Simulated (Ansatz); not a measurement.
# C₂H₁₀AlN: one species, many methods

Aim: compute C₂H₁₀AlN with functionals from several rungs and with coupled cluster, and see how far each lands from CCSD(T) at the basis-set limit for the atomisation energy.

Method: functionals in def2-TZVPP, the program's frozen cores in correlated methods; program: Ansatz 0.2.0, Gaussian basis.

Levels to be run: LDA (SPW92), PBE-D4, revPBE-D4, BLYP-D4, r2SCAN-D4, B97M-V, PBE0-D4, B3LYP-D4, r2SCANh-D4, r2SCAN0-D4, HSE06-D4, BHLYP-D4, CAM-B3LYP-D4, LC-ωPBE, ωB97X-V, ωB97M-V, B2PLYP, PBE-QIDH; CCSD(T)/def2-SVP; CCSD(T)/def2-TZVPP; MP2/def2-QZVPP; extrapolation to the limit; RPA on PBE.

## 1. Structure used throughout

The geometry comes from an earlier relaxation with PBE0-D4 in a triple-zeta def2 set; it is a stationary point, not always the lowest conformer.

14 atoms, charge 0, spin multiplicity 1.

Atoms are counted from 1 here; the program's logs count them from 0.

Bond lengths: C1–Al2 1.977 Å, C1–H5 1.096 Å, C1–H6 1.096 Å, C1–H7 1.096 Å, Al2–C3 1.977 Å, Al2–N4 2.071 Å, Al2–H8 1.612 Å, C3–H9 1.096 Å, C3–H10 1.096 Å, C3–H11 1.096 Å, N4–H12 1.015 Å, N4–H13 1.015 Å, N4–H14 1.015 Å. Angles: Al2–C1–H5 113.1°, Al2–C1–H6 110.7°, Al2–C1–H7 112.7°, H5–C1–H6 106.2°, H5–C1–H7 107.4°, H6–C1–H7 106.2°, C1–Al2–C3 117.8°, C1–Al2–N4 100.7°, C1–Al2–H8 117.0°, C3–Al2–N4 100.7°, C3–Al2–H8 117.0°, N4–Al2–H8 97.5°, Al2–C3–H9 110.7°, Al2–C3–H10 113.1°, Al2–C3–H11 112.7°, H9–C3–H10 106.2°, H9–C3–H11 106.2°, H10–C3–H11 107.4° and more.

## 2. LDA

This LDA is Slater exchange with PW92 correlation.

File in.yaml:

```yaml
crystal:
  periodic: [false, false, false]
  atoms:
    - {symbol: C, position_ang: [-0.930458, 1.052034, -1.294199]}
    - {symbol: Al, position_ang: [-0.487363, 0.155828, 0.411721]}
    - {symbol: C, position_ang: [1.171895, 0.702987, 1.337517]}
    - {symbol: N, position_ang: [0.055794, -1.722420, -0.271673]}
    - {symbol: H, position_ang: [-1.740387, 0.556718, -1.841697]}
    - {symbol: H, position_ang: [-1.265644, 2.080000, -1.116922]}
    - {symbol: H, position_ang: [-0.071171, 1.122501, -1.971651]}
    - {symbol: H, position_ang: [-1.723435, -0.307002, 1.337815]}
    - {symbol: H, position_ang: [1.055482, 1.694632, 1.788725]}
    - {symbol: H, position_ang: [1.451137, 0.026889, 2.153601]}
    - {symbol: H, position_ang: [2.031586, 0.773391, 0.660583]}
    - {symbol: H, position_ang: [0.306133, -2.325845, 0.504759]}
    - {symbol: H, position_ang: [-0.715533, -2.158492, -0.766178]}
    - {symbol: H, position_ang: [0.848764, -1.680421, -0.903602]}
basis:
  gaussian: {orbitals: def2-TZVPP}
hamiltonian: {xc: lda}
output: {orbitals: {seedname: orbitals}}
```

The run is started by

```
$ ansatz run in.yaml --threads 4 --pin off --events-out ev --progress --plain --max-ram 10444MiB
```

After this run come: PBE-D4 (GGA); revPBE-D4 (GGA); BLYP-D4 (GGA); r2SCAN-D4 (meta-GGA); B97M-V (meta-GGA); B3LYP-D4 (hybrid); r2SCANh-D4 (hybrid); r2SCAN0-D4 (hybrid); HSE06-D4 (hybrid); BHLYP-D4 (hybrid); CAM-B3LYP-D4 (range-separated); LC-ωPBE (range-separated); ωB97X-V (range-separated); ωB97M-V (range-separated); B2PLYP (double hybrid); PBE-QIDH (double hybrid); CCSD(T) in def2-SVP; CCSD(T) in def2-TZVPP; MP2 in def2-QZVPP; RPA on PBE orbitals.

Q: Predict the results of all the runs planned. Wanted: atomisation energy, CCSD(T)/CBS; farthest beyond LDA; mean size of error, GGA; mean size of error, meta-GGA; mean size of error, hybrid; mean size of error, range-separated; mean size of error, double hybrid; gap, smallest and largest; T1 diagnostic.

As calculated:

| quantity | value |
| --- | --- |
| atomisation energy, CCSD(T)/CBS | 1150.1 kcal/mol |
| functionals within 5.8 kcal/mol (0.5 %) | PBE-D4, r2SCAN-D4, B97M-V, B3LYP-D4, HSE06-D4, CAM-B3LYP-D4, ωB97X-V, ωB97M-V |
| farthest beyond LDA | BHLYP-D4 (-21.9 kcal/mol) |
| mean size of error, GGA | 9.6 kcal/mol |
| mean size of error, meta-GGA | 3.1 kcal/mol |
| mean size of error, hybrid | 8.9 kcal/mol |
| mean size of error, range-separated | 3.9 kcal/mol |
| mean size of error, double hybrid | 13.1 kcal/mol |
| gap, smallest and largest | 4.52 eV (BLYP-D4), 11.64 eV (LC-ωPBE) |
| T1 diagnostic | 0.0085 |
| triples share of the correlation energy | 3.3 % |

What this shows: LDA overbinds by 131.7 kcal/mol (11 %). PBE-D4 misses by +4.5 kcal/mol. Double hybrids carry the basis error of their MP2 part in triple zeta, and no dispersion term here, so their miss is partly the set-up's. The rungs meta-GGA, range-separated miss on average by less than the doubt on the reference (5.8 kcal/mol), so they tie. Misses under about 5.8 kcal/mol are within the doubt on the reference itself, which lacks core-valence correlation, relativity and higher excitations. Hartree-Fock recovers 74 % of the binding; the rest is correlation. CCSD(T) in def2-SVP is off by -58.3 kcal/mol, worse than the median functional, from the basis alone. Orbital gaps span 4.5 to 11.6 eV; exact exchange widens them.
